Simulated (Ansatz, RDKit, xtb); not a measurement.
# C3H7NOSe: ranking a sample of isomers

Which of a sample of isomers of C3H7NOSe is the most stable in the gas at 298.15 K, and what are its properties? The sample is small against all isomers, and the most stable one of this formula need not be in it.

The funnel: GFN2-xTB relaxations, single points with a density functional, relaxations at B3LYP-D3(BJ)/def2-SVP, harmonic vibrations (at GFN2-xTB), and a last energy at a higher level. All values are calculated.

### 1 Candidates

Isomers were taken from a list of plausible structures; this is a sample, not all of them. That gives 4 candidates.

| label | SMILES | spin |
| --- | --- | --- |
| c380 | CNC(=O)C[SeH] | singlet |
| c507 | O=CNCC[SeH] | singlet |
| c512 | C[Se@](=O)CC=N | singlet |
| c884 | C[Se]CC(N)=O | singlet |

Candidates are built by distance geometry, with a force field where one applies, in up to four conformers (letters a to d).

**Question.** With final energies at CCSD(T)/def2-SVP + MP2/def2-TZVPP - MP2/def2-SVP, which structure will this search put lowest in free energy, and by what margin?

| quantity | value |
| --- | --- |
| lowest structure found | C[Se]CC(N)=O, singlet |
| next finalist | CNC(=O)C[SeH], singlet, 4.8 kcal/mol higher in G |
| share at equilibrium, among the finalists | 100.0 % |

The lowest structure found is `C[Se]CC(N)=O`. The margin of 4.8 kcal/mol over the next finalist is beyond the usual error of the last level; it says nothing of structures that weren't ranked. HF/STO-3G, r2SCAN-D4/def2-SVP, B3LYP-D3(BJ)/def2-SVP, HF/def2-SVP and MP2/def2-SVP already put its bonding pattern lowest among the structures in one piece; GFN2-xTB favours the singlet CNC(=O)C[SeH]. One minimum inside the window was never screened. Lowest found is not proven lowest: the search is finite, and each finalist counts with one conformer. Only 4 drawn patterns were tried, so whole families of isomers are missing, and the result ranks this sample alone. The lowest isomer need not be the one that is made and kept in a bottle, which depends on barriers.
